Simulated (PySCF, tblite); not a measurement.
**C8H11B: geometry, infrared bands and NMR shifts**

Wanted: the infrared bands and NMR shifts of C8H11B (`BC1=CCCC=CC1=C`), by calculation.

Programs: tblite 0.8.0 and PySCF 2.14.0, with density-fitted response routines of our own. Each step states its level of theory. These are calculated values for one molecule in the gas phase, unless marked as measured. Atoms are numbered from 0 throughout.

### Step 1. The starting structure

20 atoms, charge 0, multiplicity 1; geometry from: force field or distance geometry start.

Bonds of the start (Å): B0–C1 1.57, C1–C2 1.28, C2–C3 1.45, C3–C4 1.44, C4–C5 1.44, C5–C6 1.32, C6–C7 1.48, C7–C8 1.31, C7–C1 1.46, B0–H9 1.19, B0–H10 1.20, C2–H11 1.10, C3–H12 1.15, C3–H13 1.12, C4–H14 1.14, C4–H15 1.14, C5–H16 1.09, C6–H17 1.11, C8–H18 1.09, C8–H19 1.08.

### Step 2. Relaxing the molecule with GFN2-xTB

What the job is given:

```
{"job": {"kind": "relax", "xc": "GFN2-xTB", "basis": "xTB"}, "charge": 0, "multiplicity": 1}
B      2.113600     1.670300     0.053300
C      0.825200     0.769700     0.111700
C     -0.318700     1.347800     0.187700
C     -1.674400     0.839800     0.247300
C     -2.076600    -0.433300    -0.303500
C     -1.186500    -1.545400    -0.530600
C      0.119200    -1.673100    -0.371400
C      1.095200    -0.664600     0.110000
C      2.262700    -1.085800     0.541300
H      2.544300     1.815300    -1.049400
H      1.980800     2.714200     0.636600
H     -0.263600     2.448600     0.183800
H     -1.961200     0.841000     1.361500
H     -2.336700     1.648300    -0.158400
H     -2.594000    -0.208900    -1.294000
H     -2.925600    -0.841200     0.330200
H     -1.639400    -2.467800    -0.892700
H      0.557800    -2.661000    -0.612500
H      2.996700    -0.359500     0.903000
H      2.475900    -2.143700     0.543300
```

Run with:

```console
$ OMP_NUM_THREADS=1 python probes_run.py task.json out
```

One launch serves the whole session: the jobs run in the order shown.

**Question.** This job is followed by: GFN2-xTB harmonic vibrations, gas phase; GIAO PBE0/pcSseg-1 NMR shielding, non-relativistic, gas phase. What will the session give for the following? strongest single infrared mode (GFN2-xTB); zero-point energy (GFN2-xTB); 13C shifts against TMS (PBE0/pcSseg-1); 1H shifts against TMS (PBE0/pcSseg-1, means over atoms taken as alike); 11B shifts against BF3·OEt2 (PBE0/pcSseg-1).

As calculated:

```
                                                              quantity                                                     value
                             strongest single infrared mode (GFN2-xTB)                                     2633 cm⁻¹, 149 km/mol
                                          zero-point energy (GFN2-xTB)                                            102.0 kcal/mol
                                13C shifts against TMS (PBE0/pcSseg-1)  176.7, 165.1, 157.8, 137.9, 137.4, 127.1, 33.5, 29.3 ppm
1H shifts against TMS (PBE0/pcSseg-1, means over atoms taken as alike)        7.65, 6.85, 6.54, 5.99, 5.54, 5.37, 2.72, 2.34 ppm
                           11B shifts against BF3·OEt2 (PBE0/pcSseg-1)                                                  73.9 ppm
```

In words: The optimisation took 134 steps and gained 1.295 eV; among the close pairs (by a distance rule), C3–C4 changed most, from 1.444 to 1.533 Å. No mode is imaginary among the 54: a minimum at this level. The strongest single mode, at 2633 cm⁻¹, moves mainly H10. Unscaled tight-binding wavenumbers are off by several per cent, some by more. Its intensities can rank the bands wrongly.
